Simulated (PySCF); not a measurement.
**RuO₂H: doublet, from a T-shaped (ligand arrangement 1) start**

Where does doublet RuO₂H go from a T-shaped (ligand arrangement 1) start, is the end point a minimum, and what are its modes, charges and moments?

The runs use PySCF 2.14.0; PBE0, basis Ru def2-TZVP with ECP28, O def2-TZVP, H def2-TZVP, scalar-relativistic core potentials, no spin–orbit coupling, density fitting.

**1. Starting geometry**

4 atoms, charge 0, spin multiplicity 2.

Bond lengths: Ru1–O2 1.710 Å, Ru1–O3 1.710 Å, Ru1–H4 1.570 Å. Angles: O2–Ru1–O3 176.0°, O2–Ru1–H4 88.0°, O3–Ru1–H4 88.0°.

```xyz
4
charge 0 multiplicity 2
Ru    0.0000    0.0000    0.0000
O     1.7090    0.0000    0.0597
O    -1.7090    0.0000    0.0597
H     0.0000    0.0000    1.5700
```

**2. The SCF at the typed geometry**

The steps below are one call of a driver around PySCF. For each, scf.py gives the equivalent set-up of the SCF; relaxations use the driver's own optimiser. After this first run the driver tries any further starts and a stability analysis.

File scf.py:

```python
from pyscf import gto, scf, dft
mol = gto.M(atom='''
Ru     0.000000     0.000000     0.000000
O      1.709000     0.000000     0.059700
O     -1.709000     0.000000     0.059700
H      0.000000     0.000000     1.570000''',
    basis={'Ru': 'def2-TZVP', 'O': 'def2-TZVP', 'H': 'def2-TZVP'},
    ecp={'Ru': 'def2-TZVP'},
    charge=0, spin=1)
mf = dft.UKS(mol, xc='PBE0')
mf.grids.atom_grid = (50, 194)
aux = {'Ru': 'def2-universal-JKFIT', 'O': 'def2-universal-JKFIT', 'H': 'def2-universal-JKFIT'}
mf = mf.density_fit(auxbasis=aux)
mf.conv_tol = 1e-08
mf.diis_space = 10
mf.max_cycle = 60
mf.init_guess = 'minao'
mf.verbose = 4
mf.kernel()
```

Launch:

```
$ OMP_NUM_THREADS=4 python axn.py task.json out
```

What it wrote:

```text
init E= -237.844706127598
[... the frontier-level lines of each cycle are left out ...]
cycle= 1 E= -245.587060499603  delta_E= -7.74  |g|= 0.634  |ddm|=  3.5
cycle= 2 E= -245.381788528402  delta_E= 0.205  |g|= 0.986  |ddm|= 1.14
cycle= 3 E= -245.681788993416  delta_E= -0.3  |g|= 0.495  |ddm|= 0.861
cycle= 4 E= -245.767081836634  delta_E= -0.0853  |g|= 0.0784  |ddm|= 0.228
cycle= 5 E= -245.769413835008  delta_E= -0.00233  |g|= 0.0308  |ddm|= 0.0628
cycle= 6 E= -245.769904213084  delta_E= -0.00049  |g|= 0.0125  |ddm|= 0.028
cycle= 7 E= -245.770133715997  delta_E= -0.00023  |g|= 0.00352  |ddm|= 0.0301
cycle= 8 E= -245.770192019834  delta_E= -5.83e-05  |g|= 0.00154  |ddm|= 0.0149
cycle= 9 E= -245.770205848688  delta_E= -1.38e-05  |g|= 0.000681  |ddm|= 0.00886
cycle= 10 E= -245.770207286063  delta_E= -1.44e-06  |g|= 0.000189  |ddm|= 0.00284
cycle= 11 E= -245.770207422424  delta_E= -1.36e-07  |g|= 7.45e-05  |ddm|= 0.000708
cycle= 12 E= -245.770207441333  delta_E= -1.89e-08  |g|= 2.15e-05  |ddm|= 0.000251
cycle= 13 E= -245.770207443161  delta_E= -1.83e-09  |g|= 7.82e-06  |ddm|= 8.87e-05
Extra cycle  E= -245.770207443263  delta_E= -1.02e-10  |g|= 9.13e-06  |ddm|= 1.84e-05
converged SCF energy = -245.770207443263  <S^2> = 0.76070553  2S+1 = 2.010677
```

This step, with its further starts and checks, needed 7.5 s of wall time on 4 threads of Intel Xeon 6975P-C (Granite Rapids), shared host.

The starts that the driver tried:

| start | energy (Eh) |
| --- | --- |
| the minimal-basis guess | -245.770207 |
| a thermally smeared density | -245.770207 |
| a smeared PBE density | -245.770207 |

No lower solution of this spin turned up from the other starts or in the test of internal stability.

**3. Relaxation: T-shaped (ligand arrangement 1) start, doublet**

The program finds C2v symmetry in the start, which this walk keeps. Threshold on the gradient: 0.0003 Eh/bohr, with a further test on the energy change.

Edit scf.py of step 2 so:

```diff
@@ -3,4 +3,4 @@
-Ru     0.000000     0.000000     0.000000
-O      1.709000     0.000000     0.059700
-O     -1.709000     0.000000     0.059700
-H      0.000000     0.000000     1.570000''',
+Ru     0.000000     0.000000    -0.025886
+O      1.709000     0.000000     0.033814
+O     -1.709000     0.000000     0.033814
+H      0.000000     0.000000     1.544114''',
@@ -17 +16,0 @@
-mf.init_guess = 'minao'
```

The optimiser's trace:

| step | energy (Eh) | change (kJ/mol) | largest symmetric gradient (Eh/bohr) |
| --- | --- | --- | --- |
| 0 | -245.770207 | 0.00 | 0.02805 |
| 1 | -245.774250 | -10.61 | 0.02334 |
| 2 | -245.781525 | -29.71 | 0.01906 |
| 3 | -245.788950 | -49.21 | 0.02075 |
| 4 | -245.789504 | -50.66 | 0.04751 |
| 5 | -245.793275 | -60.56 | 0.01336 |
| 6 | -245.793819 | -61.99 | 0.00334 |
| 7 | -245.793929 | -62.28 | 0.00088 |
| 8 | -245.793931 | -62.29 | 0.00030 |
| 9 | -245.793931 | -62.29 | 0.00006 |

The walk took 14 s.

After 9 steps and 62.3 kJ/mol it ends at C2v: Ru–H 1.591 Å, Ru–O 1.657 Å (×2); H–Ru–O 108.5° (×2), O–Ru–O 143.0°.

**4. Hessian and properties**

The point is checked on the finer grid, and tightened if its gradient asks for it. The Hessian and the dipole derivatives come from central differences of analytic gradients, with steps of 0.02 bohr.

Edit scf.py of step 3 so:

```diff
@@ -3,4 +3,4 @@
-Ru     0.000000     0.000000    -0.025886
-O      1.709000     0.000000     0.033814
-O     -1.709000     0.000000     0.033814
-H      0.000000     0.000000     1.544114''',
+Ru     0.000000     0.000000     0.112692
+O      1.571314     0.000000    -0.412649
+O     -1.571314     0.000000    -0.412649
+H      0.000000     0.000000     1.703448''',
@@ -11 +11 @@
-mf.grids.atom_grid = (50, 194)
+mf.grids.atom_grid = (75, 302)
@@ -14 +14 @@
-mf.conv_tol = 1e-08
+mf.conv_tol = 1e-10
```

The driver hands on the density of the step before, so the log starts near convergence.

Log of the central SCF (cycles and frontier levels):

```text
init E= -245.793910787937
[... the frontier-level lines of each cycle are left out ...]
cycle= 1 E= -245.793910787937  delta_E= 8.53e-13  |g|= 1.92e-06  |ddm|= 1.83e-06
Extra cycle  E= -245.793910787921  delta_E= 1.57e-11  |g|= 6.53e-06  |ddm|= 4.21e-06
converged SCF energy = -245.793910787921  <S^2> = 0.75622043  2S+1 = 2.0062108
```

The whole step took 29 s.

Geometry: C2v; Ru–H 1.591 Å, Ru–O 1.657 Å (×2); H–Ru–O 108.5° (×2), O–Ru–O 143.0°.

Modes, for the most abundant isotopes:

| symmetry | ω (cm⁻¹) | IR (km/mol) | μ (u) |
| --- | --- | --- | --- |
| b1 | 205i | 61.9 | 1.43 |
| a1 | 280 | 5.1 | 18.07 |
| b2 | 714 | 0.1 | 1.05 |
| b2 | 1029 | 326 | 17.99 |
| a1 | 1041 | 22.6 | 16.54 |
| a1 | 2122 | 39.3 | 1.02 |

1 mode is imaginary, the largest at 205i cm⁻¹: a saddle point, not a minimum.

Constants and moments:

- Dipole moment: 0.57 D
- Highest occupied level: -8.57 eV
- Lowest empty level: -4.76 eV
- Rotational constants: 1.744, 0.2134, 0.1902 cm⁻¹
- Zero-point energy (real modes): 31.0 kJ/mol
- Principal polarisabilities: 29.0, 36.8, 52.5 bohr³
- Atomisation energy without zero-point energy: 1211 kJ/mol
- Principal traceless quadrupole moments about the centre of mass: -7.31, 2.26, 5.05 D Å
- Spin squared ⟨S²⟩: 0.756

Populations by atom (charges in e):

```json
{"atom": "Ru1", "Mulliken": "1.05", "Löwdin": "0.53", "polar tensor": "1.54", "spin (Mulliken)": "1.01", "Mayer order to Ru1": "–"}
{"atom": "O2,3", "Mulliken": "-0.53", "Löwdin": "-0.27", "polar tensor": "-0.70", "spin (Mulliken)": "-0.01", "Mayer order to Ru1": "1.74"}
{"atom": "H4", "Mulliken": "0.01", "Löwdin": "0.01", "polar tensor": "-0.14", "spin (Mulliken)": "0.02", "Mayer order to Ru1": "0.95"}
```

Outer orbital energies (eV). α occupied: -13.41, -13.21, -12.18, -11.07, -10.13, -9.93, -8.84, -8.78; empty: -3.84, -2.88, -1.59, 0.01. β occupied: -13.91, -13.20, -12.98, -11.52, -11.02, -10.10, -9.93, -8.57; empty: -4.76, -3.57, -2.59, -1.35.

Mulliken populations on Ru1 (outside its core potential): s 2.50, p 6.29, d 6.12, f 0.04.

**5. Leaving the saddle point**

The atoms are moved a little along the softest imaginary mode and relaxed again.

The program finds Cs symmetry in the start, which this walk keeps. Threshold on the gradient: 0.0003 Eh/bohr, with a further test on the energy change.

Edit scf.py of step 4 so:

```diff
@@ -3,4 +3,4 @@
-Ru     0.000000     0.000000     0.112692
-O      1.571314     0.000000    -0.412649
-O     -1.571314     0.000000    -0.412649
-H      0.000000     0.000000     1.703448''',
+Ru     0.000000    -0.004780     0.112692
+O      1.571314     0.011448    -0.412649
+O     -1.571314     0.011448    -0.412649
+H     -0.000000     0.120000     1.703448''',
@@ -11 +11 @@
-mf.grids.atom_grid = (75, 302)
+mf.grids.atom_grid = (50, 194)
@@ -14 +14 @@
-mf.conv_tol = 1e-10
+mf.conv_tol = 1e-08
```

Energy and gradient, step by step:

| step | energy (Eh) | change (kJ/mol) | largest symmetric gradient (Eh/bohr) |
| --- | --- | --- | --- |
| 0 | -245.793979 | 0.00 | 0.00178 |
| 1 | -245.794537 | -1.46 | 0.01240 |
| 2 | -245.794845 | -2.27 | 0.00277 |
| 3 | -245.794934 | -2.51 | 0.00314 |
| 4 | -245.795005 | -2.69 | 0.00115 |
| 5 | -245.795014 | -2.72 | 0.00049 |
| 6 | -245.795018 | -2.73 | 0.00027 |
| 7 | -245.795018 | -2.73 | 0.00014 |

The walk took 13 s.

Positions (Å) and forces (eV/Å) along the way:

```
step 0
Ru   0.000  -0.005   0.113   0.000  -0.064   0.091
O    1.571   0.011  -0.413  -0.014   0.027  -0.003
O   -1.571   0.011  -0.413   0.014   0.027  -0.003
H    0.000   0.120   1.703   0.000   0.011  -0.085
step 1
Ru   0.000  -0.136   0.118   0.000   0.102  -0.312
O    1.568   0.061  -0.410  -0.637  -0.048   0.259
O   -1.568   0.061  -0.410   0.637  -0.048   0.259
H    0.000   0.152   1.693   0.000  -0.006  -0.205
step 4
Ru   0.000  -0.171   0.116   0.000  -0.030   0.049
O    1.552   0.075  -0.399   0.059   0.015  -0.003
O   -1.552   0.075  -0.399  -0.059   0.015  -0.003
H    0.000   0.160   1.673   0.000  -0.001  -0.042
step 7
Ru   0.000  -0.179   0.114   0.000   0.000  -0.007
O    1.554   0.078  -0.394  -0.003   0.000   0.002
O   -1.554   0.078  -0.394   0.003   0.000   0.002
H    0.000   0.162   1.665   0.000   0.001   0.003
```

End point (Cs, 7 steps, 2.7 kJ/mol gained): Ru–H 1.588 Å, Ru–O 1.655 Å (×2); H–Ru–O 105.5° (×2), O–Ru–O 139.8°.

**6. Frequencies**

As before: finer grid, then central differences.

Edit scf.py of step 5 so:

```diff
@@ -3,4 +3,4 @@
-Ru     0.000000    -0.004780     0.112692
-O      1.571314     0.011448    -0.412649
-O     -1.571314     0.011448    -0.412649
-H     -0.000000     0.120000     1.703448''',
+Ru     0.000000    -0.063475     0.108788
+O      1.554183     0.193218    -0.399058
+O     -1.554183     0.193218    -0.399058
+H      0.000000     0.277744     1.660155''',
@@ -11 +11 @@
-mf.grids.atom_grid = (50, 194)
+mf.grids.atom_grid = (75, 302)
@@ -14 +14 @@
-mf.conv_tol = 1e-08
+mf.conv_tol = 1e-10
```

SCF at the final geometry:

```text
init E= -245.794999193985
[... the frontier-level lines of each cycle are left out ...]
cycle= 1 E= -245.794999193927  delta_E= 5.76e-11  |g|= 1.39e-05  |ddm|= 1.16e-05
cycle= 2 E= -245.794999192808  delta_E= 1.12e-09  |g|= 5.59e-05  |ddm|= 3.24e-05
cycle= 3 E= -245.794999193996  delta_E= -1.19e-09  |g|= 5.43e-06  |ddm|= 2.65e-05
cycle= 4 E= -245.794999194007  delta_E= -1.1e-11  |g|= 9.11e-07  |ddm|= 3.86e-06
Extra cycle  E= -245.794999194008  delta_E= -1.14e-12  |g|= 2.51e-06  |ddm|= 2.75e-06
converged SCF energy = -245.794999194008  <S^2> = 0.75480633  2S+1 = 2.0048006
```

The whole step needed 39 s of wall time on 4 threads of Intel Xeon 6975P-C (Granite Rapids), shared host.

Geometry: Cs; Ru–H 1.588 Å, Ru–O 1.655 Å (×2); H–Ru–O 105.4° (×2), O–Ru–O 139.8°.

Harmonic modes (main isotopes):

```tsv
symmetry	ω (cm⁻¹)	IR (km/mol)	type
a'	236	22.3	bend
a'	292	2.4	bend
a''	711	0.1	bend
a''	1027	304	stretch
a'	1045	22.5	stretch
a'	2130	26.5	stretch
```

Every mode is real; the point is a minimum.

Constants and moments:

* Dipole moment: 1.25 D
* Highest occupied level: -8.45 eV
* Lowest empty level: -4.54 eV
* Rotational constants: 1.567, 0.2159, 0.1932 cm⁻¹
* Zero-point energy: 32.5 kJ/mol
* Principal polarisabilities: 28.3, 37.1, 51.7 bohr³
* Atomisation energy without zero-point energy: 1214 kJ/mol
* Principal traceless quadrupole moments about the centre of mass: -6.84, 2.65, 4.19 D Å
* Entropy at 298.15 K and 1 bar (electronic part: spin only): 286.6 J/(mol K)
* Heat capacity Cp at 298.15 K: 54.1 J/(mol K)
* Enthalpy at 298.15 K above 0 K: 12.83 kJ/mol
* Rotational symmetry number: 1
* Spin squared ⟨S²⟩: 0.755

Charges (e) and bond orders:

| atom | Mulliken | Löwdin | polar tensor | spin (Mulliken) | Mayer order to Ru1 |
| --- | --- | --- | --- | --- | --- |
| Ru1 | 1.04 | 0.51 | 1.40 | 0.94 | – |
| O2,3 | -0.53 | -0.26 | -0.66 | 0.02 | 1.76 |
| H4 | 0.02 | 0.02 | -0.09 | 0.02 | 0.94 |

Mulliken populations on Ru1 (outside its core potential): s 2.49, p 6.30, d 6.14, f 0.04.

**7. All stationary points**

| spin | group | bonds | imaginary modes (cm⁻¹) | ΔE (kJ/mol) | with zero-point energy |
| --- | --- | --- | --- | --- | --- |
| doublet | Cs | Ru–H 1.588 Å, Ru–O 1.655 Å (×2) | none | 0.0 | 0.0 |
| doublet | C2v | Ru–H 1.591 Å, Ru–O 1.657 Å (×2) | 205i | 2.9 | – |

**8. What came out**

| quantity | value |
| --- | --- |
| minimum | doublet, Cs |
| geometry | Ru–H 1.588 Å, Ru–O 1.655 Å (×2); H–Ru–O 105.4° (×2), O–Ru–O 139.8° |
| wavenumbers (cm⁻¹) | 236 (a'), 292 (a'), 711 (a''), 1027 (a''), 1045 (a'), 2130 (a') |
| dipole moment | 1.25 D |
| highest occupied, lowest empty level (either spin) | -8.45, -4.54 eV |
| polar-tensor charge of Ru1 | +1.40 e |
| zero-point energy | 32.5 kJ/mol |
| entropy at 298.15 K | 286.6 J/(mol K) |
| atomisation energy (no zero-point energy) | 1214 kJ/mol |
| ⟨S²⟩ | 0.755 |

What this shows: The T-shaped (ligand arrangement 1) start (C2v) ends in a minimum of Cs symmetry, after a stop at a saddle point 2.9 kJ/mol higher, from which it was pushed off along an imaginary mode. In the infrared the band at 1027 cm⁻¹ (a'', stretch) leads. Most of the spin sits on Ru1 (Mulliken spin 0.94, against 1 for the whole molecule). Other starts or spin states, not run here, may lie lower. One determinant may miss the lowest occupation of an open d or f shell.

The search up to here took 1.7 min.
